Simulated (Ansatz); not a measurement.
# YbBi: the cost of one run

Program: Ansatz 0.2.0. Level of theory: reference: DFT PBE, plane waves, PAW, scalar-relativistic, collinear spin. These are calculated values, not measurements.

1 further run of the same task is left out (it didn't finish).

**1. The system as given**

The structure is tetragonal, space group I4_1/amd (No. 141). Conventional cell: a = 4.595 Å, b = 4.595 Å, c = 10.554 Å, α = 90.00°, β = 90.00°, γ = 90.00°. Bi (site symmetry -4m2) has 8 Yb at 3.25 to 3.50 Å and 4 Bi at 3.50 Å as nearest neighbours. Yb (site symmetry -4m2) has 8 Bi at 3.25 to 3.50 Å and 4 Yb at 3.50 Å as nearest neighbours.

As a file:

```xyz
4
Lattice="0.0000 4.5948 0.0000 4.5948 0.0000 0.0000 2.2974 2.2974 -5.2771" Properties=species:S:1:pos:R:3 pbc="T T T"
Bi    2.2974    2.2974    0.0000
Bi    4.5948    2.2974   -2.6386
Yb    0.0000    0.0000    0.0000
Yb    2.2974    4.5948   -2.6386
```

**2. The reference run**

The input, input.yaml:

```yaml
crystal:
  lattice:
    - [0.0, 4.59478445, 0.0]
    - [4.59478445, 0.0, 0.0]
    - [2.29739222, 2.29739222, -5.27712898]
  atoms:
    - { symbol: Bi, position: [0.5, 0.5, 0.0] }
    - { symbol: Bi, position: [0.25, 0.75, 0.5] }
    - { symbol: Yb, position: [0.0, 0.0, 0.0] }
    - { symbol: Yb, position: [0.75, 0.25, 0.5] }
kpoints:
  mp_grid: { grid: [4, 4, 4], shift: [0, 0, 0] }
magnetization:
  spin_polarized: true
scf:
  occupations: { method: fermi_dirac }
hamiltonian:
  pseudopotentials: { kind: paw }
  xc: pbe
basis:
  ecutwfc: 420
output:
  forces: true
  stress: true
  eigenvalues: true
  write_density: true
  write_potential: true
  elf: true
  volumetric_format: npy
relax:
  max_steps: 40
  cell: {}
```

Launch:

```sh
$ ansatz run input.yaml --threads 1 --pin off --max-ram 2560MiB --backend cpu --events-out ev --progress --plain --runs-dir out
```

What time and memory should one allow on 1 thread of an Arm CPU, shared host?

About 50 s, with a peak of 0.46 GiB.
